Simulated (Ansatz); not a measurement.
**C₂H₅BSe: up Jacob's ladder to CCSD(T)**

An exercise on one series of results from a longer session: the logs are not shown, and one member is left open.

Method: functionals in def2-TZVPP, the program's frozen cores in correlated methods; program: Ansatz 0.2.0, Gaussian basis.

The runs, in order: LDA (SPW92), PBE-D4, revPBE-D4, BLYP-D4, r2SCAN-D4, B97M-V, PBE0-D4, B3LYP-D4, r2SCANh-D4, r2SCAN0-D4, HSE06-D4, BHLYP-D4, CAM-B3LYP-D4, LC-ωPBE, ωB97X-V, ωB97M-V, B2PLYP, PBE-QIDH; CCSD(T)/def2-SVP; CCSD(T)/def2-TZVPP; MP2/def2-QZVPP; extrapolation to the limit; RPA on PBE.

**The relaxed structure**

An earlier PBE0-D4 in a triple-zeta def2 set relaxation fixed the geometry.

SMILES `B[Se]C=C`, 9 atoms, charge 0, spin multiplicity 1.

Atoms are counted from 1 here; the program's logs count them from 0.

Bond lengths: B1–Se2 1.889 Å, B1–H5 1.192 Å, B1–H6 1.191 Å, Se2–C3 1.901 Å, C3–C4 1.323 Å, C3–H7 1.085 Å, C4–H8 1.084 Å, C4–H9 1.084 Å. Angles: Se2–B1–H5 120.1°, Se2–B1–H6 116.4°, H5–B1–H6 123.5°, B1–Se2–C3 101.5°, Se2–C3–C4 122.8°, Se2–C3–H7 114.5°, C4–C3–H7 122.7°, C3–C4–H8 120.5°, C3–C4–H9 122.4°, H8–C4–H9 117.2°.

The first run:

Contents of in.yaml:

```yaml
crystal:
  periodic: [false, false, false]
  atoms:
    - {symbol: B, position_ang: [0.188942, 2.068726, -0.728498]}
    - {symbol: Se, position_ang: [-0.125046, 0.288504, -1.276447]}
    - {symbol: C, position_ang: [-0.021116, -0.640185, 0.378599]}
    - {symbol: C, position_ang: [-0.187624, -1.949275, 0.477804]}
    - {symbol: H, position_ang: [0.381059, 2.314551, 0.421873]}
    - {symbol: H, position_ang: [0.181020, 2.895758, -1.584868]}
    - {symbol: H, position_ang: [0.186063, -0.009023, 1.235891]}
    - {symbol: H, position_ang: [-0.120160, -2.440599, 1.442015]}
    - {symbol: H, position_ang: [-0.394739, -2.574856, -0.383470]}
basis:
  gaussian: {orbitals: def2-TZVPP}
hamiltonian: {xc: lda}
output: {orbitals: {seedname: orbitals}}
```

Launch:

```sh
$ ansatz run in.yaml --threads 2 --pin off --events-out ev --progress --plain --max-ram 4352MiB
```

Steps of the session up to this table: LDA; PBE-D4 (GGA); revPBE-D4 (GGA); BLYP-D4 (GGA); r2SCAN-D4 (meta-GGA); B97M-V (meta-GGA); PBE0-D4 (hybrid); B3LYP-D4 (hybrid); r2SCANh-D4 (hybrid); r2SCAN0-D4 (hybrid); HSE06-D4 (hybrid); BHLYP-D4 (hybrid); CAM-B3LYP-D4 (range-separated); LC-ωPBE (range-separated); ωB97X-V (range-separated); ωB97M-V (range-separated); B2PLYP (double hybrid); PBE-QIDH (double hybrid).

One table of the session follows, with a row left open; its other results are not shown here.

It belongs to the step «Frontier levels by functional». 

```
  functional  HOMO (eV)  LUMO (eV)  gap (eV)
 LDA (SPW92)      -6.32      -2.61      3.72
      PBE-D4      -6.13      -2.36      3.78
   revPBE-D4      -6.06      -2.26      3.80
     BLYP-D4      -5.94      -2.18      3.76
   r2SCAN-D4      -6.29      -2.08      4.21
      B97M-V      -6.29      -2.08      4.21
     PBE0-D4      -7.08      -1.45      5.63
    B3LYP-D4      -6.86      -1.63      5.23
  r2SCANh-D4      -6.65      -1.76      4.90
  r2SCAN0-D4      -7.20      -1.28      5.92
    HSE06-D4      -6.69      -1.82      4.87
    BHLYP-D4      -7.86      -0.43      7.44
CAM-B3LYP-D4          ?          ?         ?
     LC-ωPBE      -9.56       0.73     10.30
     ωB97X-V      -9.21       0.67      9.89
     ωB97M-V      -9.13       0.47      9.60
```

Estimate the missing values for CAM-B3LYP-D4.

**Answer.** HOMO (eV): -8.26; LUMO (eV): -0.36; gap (eV): 7.90. In the column «HOMO (eV)» it lies between ωB97M-V (-9.13) and BHLYP-D4 (-7.86).
